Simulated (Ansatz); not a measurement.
# Cl₂GeH₂Se: up Jacob's ladder to CCSD(T)

An exercise on one series of results from a longer session: the logs are not shown, and one member is left open.

Computed with Ansatz 0.2.0, Gaussian basis. Level: functionals in def2-TZVPP, the program's frozen cores in correlated methods.

Plan: LDA (SPW92), PBE-D4, revPBE-D4, BLYP-D4, r2SCAN-D4, B97M-V, PBE0-D4, B3LYP-D4, r2SCANh-D4, r2SCAN0-D4, HSE06-D4, BHLYP-D4, CAM-B3LYP-D4, LC-ωPBE, ωB97X-V, ωB97M-V, B2PLYP, PBE-QIDH; CCSD(T)/def2-SVP; CCSD(T)/def2-TZVPP; MP2/def2-QZVPP; extrapolation to the limit; RPA on PBE.

### Structure used throughout

An earlier PBE0-D4 in a triple-zeta def2 set relaxation fixed the geometry.

SMILES `[Cl][GeH]([Cl])[SeH]`, 6 atoms, charge 0, spin multiplicity 1.

Atoms are counted from 1 here; the program's logs count them from 0.

Bond lengths: Cl1–Ge2 2.141 Å, Ge2–Cl3 2.141 Å, Ge2–Se4 2.330 Å, Ge2–H5 1.529 Å, Se4–H6 1.469 Å. Angles: Cl1–Ge2–Cl3 105.9°, Cl1–Ge2–Se4 111.1°, Cl1–Ge2–H5 109.1°, Cl3–Ge2–Se4 111.1°, Cl3–Ge2–H5 109.2°, Se4–Ge2–H5 110.2°, Ge2–Se4–H6 91.4°.

Set-up of the first run:

The input, in.yaml:

```yaml
crystal:
  periodic: [false, false, false]
  atoms:
    - {symbol: Cl, position_ang: [-1.114248, 0.281150, -1.881253]}
    - {symbol: Ge, position_ang: [-0.376731, -0.418186, 0.003652]}
    - {symbol: Cl, position_ang: [-1.440313, 0.686670, 1.498260]}
    - {symbol: Se, position_ang: [1.920722, -0.078395, 0.184928]}
    - {symbol: H, position_ang: [-0.704813, -1.904737, 0.150188]}
    - {symbol: H, position_ang: [1.757382, 1.369497, -0.001974]}
basis:
  gaussian: {orbitals: def2-TZVPP}
hamiltonian: {xc: lda}
output: {orbitals: {seedname: orbitals}}
```

Among the steps run: LDA; PBE-D4 (GGA); revPBE-D4 (GGA); BLYP-D4 (GGA); r2SCAN-D4 (meta-GGA); B97M-V (meta-GGA); PBE0-D4 (hybrid); B3LYP-D4 (hybrid); r2SCANh-D4 (hybrid); r2SCAN0-D4 (hybrid); HSE06-D4 (hybrid); BHLYP-D4 (hybrid); CAM-B3LYP-D4 (range-separated); LC-ωPBE-D4 (range-separated; the results give it without D4); ωB97X-V (range-separated); ωB97M-V (range-separated); B2PLYP (double hybrid); PBE-QIDH (double hybrid).

One table of the session follows, with a row left open; its other results are not shown here.

It belongs to the step «Frontier levels by functional». 

```
  functional  HOMO (eV)  LUMO (eV)  gap (eV)
 LDA (SPW92)      -6.63      -2.70      3.93
      PBE-D4      -6.48      -2.45      4.04
   revPBE-D4      -6.43      -2.35      4.08
     BLYP-D4      -6.30      -2.38      3.92
   r2SCAN-D4      -6.79      -2.24      4.54
      B97M-V      -6.85      -2.17      4.69
     PBE0-D4      -7.67      -1.54      6.13
    B3LYP-D4      -7.41      -1.83      5.58
  r2SCANh-D4          ?          ?         ?
  r2SCAN0-D4      -7.87      -1.43      6.44
    HSE06-D4      -7.28      -1.91      5.36
    BHLYP-D4      -8.69      -0.58      8.11
CAM-B3LYP-D4      -8.95      -0.54      8.41
     LC-ωPBE     -10.35       0.66     11.01
     ωB97X-V      -9.99       0.57     10.56
     ωB97M-V      -9.83       0.42     10.25
```

Estimate the missing values for r2SCANh-D4.

Worked estimate for «HOMO (eV)». Against the share of exact exchange, r2SCAN-D4 (0, -6.79), r2SCAN0-D4 (0.25, -7.87) give a slope of -4.32 per unit share; at 0.1 the line stands at -7.22.

**Answer.** HOMO (eV): -7.22; LUMO (eV): -1.92; gap (eV): 5.30. In «HOMO (eV)» the line misses by 0.00.
